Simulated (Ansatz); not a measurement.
**O: stress in a strained cell**

Aim: deform O (equal xy, yz and zx engineering shear strains of +2 %) and compute stress, forces and field gradients with LAPW, PAW and all-electron datasets made for the crystal.

Computed with Ansatz 0.2.0 (DFT PBEsol, scalar-relativistic, unless a step's input says otherwise).

### 1 Starting point

The structure is trigonal, space group R-3m (No. 166). Conventional cell: a = 2.847 Å, b = 2.847 Å, c = 10.225 Å, α = 90.00°, β = 90.00°, γ = 120.00°. O (site symmetry 3m) is surrounded by 1 O at 1.18 Å.

Structure file:

```xyz
2
Lattice="1.4233 0.8218 3.4083 -1.4233 0.8218 3.4083 0.0000 -1.6435 3.4083" Properties=species:S:1:pos:R:3 pbc="T T T"
O     0.0000    0.0000    0.5900
O     0.0000    0.0000    9.6349
```

Atoms are numbered in the order of the input: O1, O2.

### 2 The deformed structure

Space group R-3m before, P-1 after.

### 3 LAPW, all electrons

The input, input.yaml:

```yaml
crystal:
  lattice:
    - [1.4656497315, 0.8700874312, 3.4307511996]
    - [-1.3810483127, 0.8416204508, 3.4022842192]
    - [0.0176475812, -1.6094588821, 3.3918645812]
  atoms:
    - { symbol: O, position: [0.0577, 0.0577, 0.0577] }
    - { symbol: O, position: [0.9423, 0.9423, 0.9423] }
kpoints:
  mp_grid: { grid: [10, 10, 10] }
  band_path:
    path:
      - [0.0, 0.0, 0.0]
      - [-0.5, -0.5, -0.5]
      - [0.5, 0.0, 0.0]
      - [0.0, 0.0, 0.0]
      - [0.0, 0.0, 0.5]
      - [0.0, -0.5, 0.0]
      - [0.0, 0.0, 0.0]
      - [0.5, 0.0, 0.5]
      - [-0.5, -0.5, 0.0]
    npoints: 5
scf:
  occupations: { method: fermi_dirac, width: 0.02 }
hamiltonian:
  xc: pbesol
  pseudopotentials: { kind: all_electron, lapw: { basis_error: 0.0005 } }
output:
  forces: true
  stress: true
  eigenvalues: true
```

On the command line:

```console
> ansatz run input.yaml --threads 1 --pin off --max-ram 3072MiB --backend cpu --events-out ev --progress --plain --runs-dir out
```

### 4 Frozen-core PAW

The input, input.yaml:

```yaml
crystal:
  lattice:
    - [1.4656497315, 0.8700874312, 3.4307511996]
    - [-1.3810483127, 0.8416204508, 3.4022842192]
    - [0.0176475812, -1.6094588821, 3.3918645812]
  atoms:
    - { symbol: O, position: [0.0577, 0.0577, 0.0577] }
    - { symbol: O, position: [0.9423, 0.9423, 0.9423] }
kpoints:
  mp_grid: { grid: [10, 10, 10] }
scf:
  occupations: { method: fermi_dirac, width: 0.02 }
hamiltonian:
  xc: pbesol
  pseudopotentials: { kind: paw }
output:
  forces: true
  stress: true
  eigenvalues: true
  efg: { contact_densities: true }
  write_density: true
  write_potential: true
  elf: true
  volumetric_format: npy
```

### 5 Datasets made for this crystal

input.yaml: that of step 4 with these lines changed.

```diff
@@ -14,3 +14,3 @@
   xc: pbesol
-  pseudopotentials: { kind: paw }
+  pseudopotentials: { kind: all_electron, datasets: crystal }
 output:
@@ -20,5 +20 @@
   efg: { contact_densities: true }
-  write_density: true
-  write_potential: true
-  elf: true
-  volumetric_format: npy
```

(Steps that only read results are left out.)

Q: Predict the outcome of this session. Wanted: pressure; largest shear or deviatoric stress.

**Answer**, as computed:

| quantity | value |
| --- | --- |
| pressure | LAPW 1.85, PAW 1.50, crystal datasets 1.85 GPa |
| largest shear or deviatoric stress (LAPW) | 20.75 GPa |

In words: The largest part of the stress beyond the pressure is 20.75 GPa in size, in the zz component; the atoms are carried along and not relaxed. No run of the undeformed cell stands beside it, so the pressure holds what the given cell had before the change. PAW: stress within 1.14 GPa of LAPW, forces within 154 meV/Å. Crystal datasets: stress within 0.01 GPa of LAPW, forces within 1 meV/Å. Solid oxygen carries moments on its molecules; these runs leave spin out.
